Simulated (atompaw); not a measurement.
# Pseudopotential generation for Pt: PAW (atompaw), PBE

Do these settings give a usable potential? It is generated, then checked for scattering, ghosts and hardness.

Method: atompaw 4.2.0.5, PBE, scalar-relativistic.

## 1. The atom and the settings

Typed settings, in words:

* element: platinum (Pt, Z = 78)
* type: PAW
* frozen core: [Xe] 4f14
* valence charge: 10
* reference configuration: 5d9.5 6s0.5 6p0
* partial waves: 6s (bound): rc 2.70 bohr; 6s channel at 0.05 Ry: rc 2.70 bohr; 6p (bound, empty): rc 2.70 bohr; 6p channel at 1.25 Ry: rc 2.70 bohr; 5d (bound): rc 2.70 bohr; 5d channel at 3.8 Ry: rc 2.70 bohr
* local potential: vpsmatchnc scheme with l = 3 at -0.5 Ry, radius 2.65 bohr
* core correction: smooth core density matched at 2.35 bohr
* augmentation charge: sinc compensation charge, radius 2.15 bohr; PAW radius 2.70 bohr; waves and projectors: custom rrkj gramschmidtortho

An earlier all-electron run gives the scale for the radii.

All-electron outer shells of the reference configuration (PBE, scalar-relativistic, ld1.x):

| shell | level (eV) | outermost node (bohr) | outermost maximum (bohr) |
| --- | --- | --- | --- |
| 4f | -68.79 | – | 0.38 |
| 5p | -54.84 | 0.53 | 0.98 |
| 5d | -5.27 | 0.57 | 1.28 |
| 6s | -5.26 | 1.14 | 2.41 |
| 6p | -0.69 | 1.37 | 3.83 |

## 2. The generation run

Pt.input reads:

```
Pt 78
GGA-PBE scalarrelativistic loggrid 2001 logderivrange -2 5 176
6 6 5 4 0 0
6 0 0.5
6 1 0
5 2 9.5
0 0 0
c
c
c
c
c
v
c
c
c
c
v
c
c
v
c
2
2.70 2.15 2.65 2.35
y
0.05
n
y
1.25
n
y
3.8
n
custom rrkj gramschmidtortho sinc
3 -0.5 vpsmatchnc
2.70
2.70
2.70
2.70
2.70
2.70
PWSCFOUT
UPFDX 0.0125d0 UPFXMIN -7.d0 UPFZMESH 78.d0
END
```

On the command line:

```
atompaw < Pt.input > Pt.log
```

What does the calculation give? Wanted: cutoffs for 10 and 1 mRy, occupied levels; bound ghosts; largest phase difference near zero energy, channels read; lowest eigenvalue of the overlap; share of valence orbitals outside the PAW sphere; UPF file.

**Answer**, as computed:

| quantity | value |
| --- | --- |
| cutoffs for 10 and 1 mRy, occupied levels | 15 Ry and 25 Ry |
| bound ghosts | s at -51.69 eV |
| largest phase difference near zero energy, channels read | 0.001 rad |
| lowest eigenvalue of the overlap (Bessel basis) | 0.234 (s) |
| share of valence orbitals outside the PAW sphere | 6s 53 %, 6p 90 %, 5d 11 % |
| UPF file | written |

**Reading.** A bound ghost (s) makes it unfit for use: electrons can fall into a state that the atom doesn't have. By its cutoff, 15 Ry for the looser tolerance, it is soft on the atom at that tolerance. The slowest occupied level is 5d: taken alone it needs 15 Ry to come within 1 mRy, against 6 Ry or less for 6s. Near zero energy the phases of the channels with partial waves agree within 0.001 rad. All of this concerns the isolated atom, not yet a solid.
